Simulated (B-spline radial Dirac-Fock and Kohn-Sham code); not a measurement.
**How the settings move the core levels of La**

Aim: see which settings the K, L3 and M5 binding energies of La depend on, and what each costs.

Program: B-spline radial Dirac-Fock and Kohn-Sham code, version 4. Model: Delta-SCF core binding energies without Breit or QED terms under the stated settings. All values are calculated, but those marked as tabulated.

## (1) The atom as given

Neutral lanthanum, [Xe] 5d1 6s2.

| Property | Result |
| --- | --- |
| nuclear charge | 57 |
| electrons | 57 |
| mass number | 139 |
| nuclear rms radius | 4.855 fm |

Outer shells as boxes (Hund's rule, for the drawing alone; heavy ions are jj-coupled, and the calculation averages over the configuration):

```
[Xe] core
5d [↑ ][  ][  ][  ][  ]
6s [↑↓]
```

## (2) Base run

Settings in task.json:

```ini
rel = dirac
method = hf
nuc = fermi
radius_factor = 1.0
rmax = 45.0
h = 0.3
order = 8
points = 10
c_factor = 1.0
maxit = 60
damp = 0.5
ndamp = 3
tol = 1e-08
```

Keys: rel is the Hamiltonian, nuc the nuclear model, radius_factor scales its radius, rmax is the box in bohr, h the logarithmic mesh step, order the B-spline order, points the quadrature points a cell, c_factor scales the speed of light; damp, ndamp, maxit and tol steer the iteration.

Command:

```sh
$ python xray2_run.py task.json out
```

## (3) Variation

Changed: h = 0.22.

## (4) Next run

As before, but method = lda,vwn.

## (5) Variation

As before, but radius_factor = 0.5, h = 0.22, tol = 0.0001.

(Steps that only read results are left out.)

What does the calculation give? Wanted: base K; base L3; base M5; largest shift of K.

As calculated:

```
                              quantity                         value
                                base K                    39083.5 eV
                               base L3                     5507.6 eV
                               base M5                      846.7 eV
                    largest shift of K  -12.81 eV (method = lda,vwn)
changes that moved no level by 0.01 eV                             1
```

**Reading.** The K level moves most, by -12.81 eV, with method = lda,vwn. It is insensitive to h = 0.22. Breit and QED terms are absent throughout, so deep levels come out too high in an atom this heavy. With a local functional the core hole carries a self-interaction error that enters the shift.
